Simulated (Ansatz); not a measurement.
# AlCl₂HSe: up Jacob's ladder to CCSD(T)

Aim: compute AlCl₂HSe with functionals from several rungs and with coupled cluster, and see how far each lands from CCSD(T) at the basis-set limit for the atomisation energy.

Method: functionals in def2-TZVPP, the program's frozen cores in correlated methods; program: Ansatz 0.2.0, Gaussian basis.

Levels to be run: LDA (SPW92), PBE-D4, revPBE-D4, BLYP-D4, r2SCAN-D4, B97M-V, PBE0-D4, B3LYP-D4, r2SCANh-D4, r2SCAN0-D4, HSE06-D4, BHLYP-D4, CAM-B3LYP-D4, LC-ωPBE, ωB97X-V, ωB97M-V, B2PLYP, PBE-QIDH; CCSD(T)/def2-SVP; CCSD(T)/def2-TZVPP; CCSD(T)/def2-QZVPP; extrapolation to the limit; RPA on PBE.

### Step 1. The relaxed structure

All runs share one geometry, relaxed beforehand with PBE0-D4 in a triple-zeta def2 set.

SMILES `[Cl][Al]([Cl])[SeH]`, 5 atoms, charge 0, spin multiplicity 1.

Atoms are counted from 1 here; the program's logs count them from 0.

Bond lengths: Cl1–Al2 2.080 Å, Al2–Cl3 2.078 Å, Al2–Se4 2.290 Å, Se4–H5 1.470 Å. Angles: Cl1–Al2–Cl3 119.7°, Cl1–Al2–Se4 121.6°, Cl3–Al2–Se4 118.7°, Al2–Se4–H5 90.4°.

### Step 2. LDA

This LDA is Slater exchange with PW92 correlation.

in.yaml

```yaml
crystal:
  periodic: [false, false, false]
  atoms:
    - {symbol: Cl, position_ang: [-1.129102, -1.388582, 1.240079]}
    - {symbol: Al, position_ang: [0.378774, -0.407396, 0.195226]}
    - {symbol: Cl, position_ang: [2.327249, -1.125361, 0.281040]}
    - {symbol: Se, position_ang: [-0.051812, 1.460302, -1.058798]}
    - {symbol: H, position_ang: [-1.475208, 1.387438, -0.698949]}
basis:
  gaussian: {orbitals: def2-TZVPP}
hamiltonian: {xc: lda}
output: {orbitals: {seedname: orbitals}}
```

The run is started by

```sh
$ ansatz run in.yaml --threads 2 --pin off --events-out ev --progress --plain --max-ram 32768MiB --backend cpu
```

Further steps of the session: PBE-D4 (GGA); revPBE-D4 (GGA); BLYP-D4 (GGA); r2SCAN-D4 (meta-GGA); B97M-V (meta-GGA); PBE0-D4 (hybrid); B3LYP-D4 (hybrid); r2SCANh-D4 (hybrid); r2SCAN0-D4 (hybrid); HSE06-D4 (hybrid); BHLYP-D4 (hybrid); CAM-B3LYP-D4 (range-separated); LC-ωPBE (range-separated); ωB97X-V (range-separated); ωB97M-V (range-separated); B2PLYP (double hybrid); PBE-QIDH (double hybrid); CCSD(T) in def2-SVP; CCSD(T) in def2-TZVPP; CCSD(T) in def2-QZVPP; RPA on PBE orbitals.

Q: Predict the results of all the runs planned. Wanted: atomisation energy, CCSD(T)/CBS; farthest beyond LDA; mean size of error, GGA; mean size of error, meta-GGA; mean size of error, hybrid; mean size of error, range-separated; mean size of error, double hybrid; gap, smallest and largest; T1 diagnostic.

As calculated:

```
                               quantity                                           value
        atomisation energy, CCSD(T)/CBS                                   1515.2 kJ/mol
 functionals within 15.2 kJ/mol (1.0 %)  PBE-D4, r2SCAN-D4, B97M-V, r2SCANh-D4, ωB97X-V
                    farthest beyond LDA                         BHLYP-D4 (-73.0 kJ/mol)
                mean size of error, GGA                                     39.3 kJ/mol
           mean size of error, meta-GGA                                     10.0 kJ/mol
             mean size of error, hybrid                                     31.0 kJ/mol
    mean size of error, range-separated                                     29.1 kJ/mol
      mean size of error, double hybrid                                     34.1 kJ/mol
              gap, smallest and largest       4.61 eV (LDA (SPW92)), 11.47 eV (LC-ωPBE)
                          T1 diagnostic                                          0.0086
triples share of the correlation energy                                           3.9 %
```

**Reading.** The LDA atomisation energy is off by 178.6 kJ/mol (12 %): it overbinds. PBE-D4 misses by -7.9 kJ/mol. Double hybrids carry the basis error of their MP2 part in triple zeta, and no dispersion term here, so their miss is partly the set-up's. Taken by rung, meta-GGA functionals do best (10.0 kJ/mol on average) and GGA ones worst beyond LDA (39.3 kJ/mol). Misses under about 15.2 kJ/mol are within the doubt on the reference itself, which lacks core-valence correlation, relativity and higher excitations, and its outer-core shells are covered unevenly. All levels share the lack of spin-orbit coupling, which lowers the free heavy atoms and so the true binding. Hartree-Fock recovers 74 % of the binding; the rest is correlation. CCSD(T) in def2-SVP is off by -132.0 kJ/mol, so the small basis spoils what the method gains. Orbital gaps span 4.6 to 11.5 eV; exact exchange widens them. Correlated methods include outer-core shells of Se, which these sets cover unevenly.
